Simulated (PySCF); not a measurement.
# RuOBr: structure of the quartet

The task is one start of a wider search on RuOBr: the quartet, from a bent start. It is relaxed, tested by its Hessian and followed downhill if it is a saddle.

The runs use PySCF 2.14.0; PBE0, basis Ru def2-TZVP with ECP28, O def2-TZVP, Br def2-TZVP, scalar-relativistic core potentials, no spin–orbit coupling, density fitting.

## (1) Starting geometry

3 atoms, charge 0, spin multiplicity 4.

Bond lengths: Ru1–O2 1.710 Å, Ru1–Br3 2.390 Å. Angles: O2–Ru1–Br3 110.0°.

Z-matrix (Å, degrees; charge 0 multiplicity 4):
```
Ru
O  1 1.7100
Br 1 2.3900 2 110.00
```

## (2) The SCF at the typed geometry

The steps below are one call of a driver around PySCF. For each, scf.py gives the equivalent set-up of the SCF; relaxations use the driver's own optimiser. After this first run the driver tries any further starts and a stability analysis.

Contents of scf.py:

```python
from pyscf import gto, scf, dft
mol = gto.M(atom='''
Ru     0.000000     0.000000     0.000000
O     -1.400700     0.000000     0.980800
Br     1.957800     0.000000     1.370800''',
    basis={'Ru': 'def2-TZVP', 'O': 'def2-TZVP', 'Br': 'def2-TZVP'},
    ecp={'Ru': 'def2-TZVP'},
    charge=0, spin=3)
mf = dft.UKS(mol, xc='PBE0')
mf.grids.atom_grid = (50, 194)
aux = {'Ru': 'def2-universal-JKFIT', 'O': 'def2-universal-JKFIT', 'Br': 'def2-universal-JKFIT'}
mf = mf.density_fit(auxbasis=aux)
mf.conv_tol = 1e-08
mf.diis_space = 10
mf.max_cycle = 60
mf.init_guess = 'minao'
mf.verbose = 4
mf.kernel()
```

Started as:

```sh
$ OMP_NUM_THREADS=4 python axn.py task.json out
```

Further steps of the session: Relaxation: bent start, quartet; Hessian and properties.

Before running it: what results should come out? Wanted: minimum; geometry; wavenumbers; dipole moment; highest occupied, lowest empty level; polar-tensor charge of Ru1; zero-point energy; atomisation energy; ⟨S²⟩.

As calculated:

```
                                          quantity                                        value
                                           minimum                                  quartet, Cs
                                          geometry  Ru–Br 2.357 Å, Ru–O 1.667 Å; Br–Ru–O 122.7°
                                wavenumbers (cm⁻¹)                 133 (a'), 289 (a'), 996 (a')
                                     dipole moment                                       2.63 D
highest occupied, lowest empty level (either spin)                              -7.31, -3.68 eV
                        polar-tensor charge of Ru1                                      +1.13 e
                                 zero-point energy                                   8.5 kJ/mol
                               entropy at 298.15 K                              314.5 J/(mol K)
         atomisation energy (no zero-point energy)                                   766 kJ/mol
                                              ⟨S²⟩                                        3.765
```

What this shows: The bent start keeps its Cs symmetry and ends in a minimum. In the infrared the band at 996 cm⁻¹ (a', stretch) leads. Most of the spin sits on Ru1 (Mulliken spin 2.45, against 3 for the whole molecule). Only this shape and spin were tried, so other structures or states may lie lower. One determinant may miss the lowest occupation of an open d or f shell.
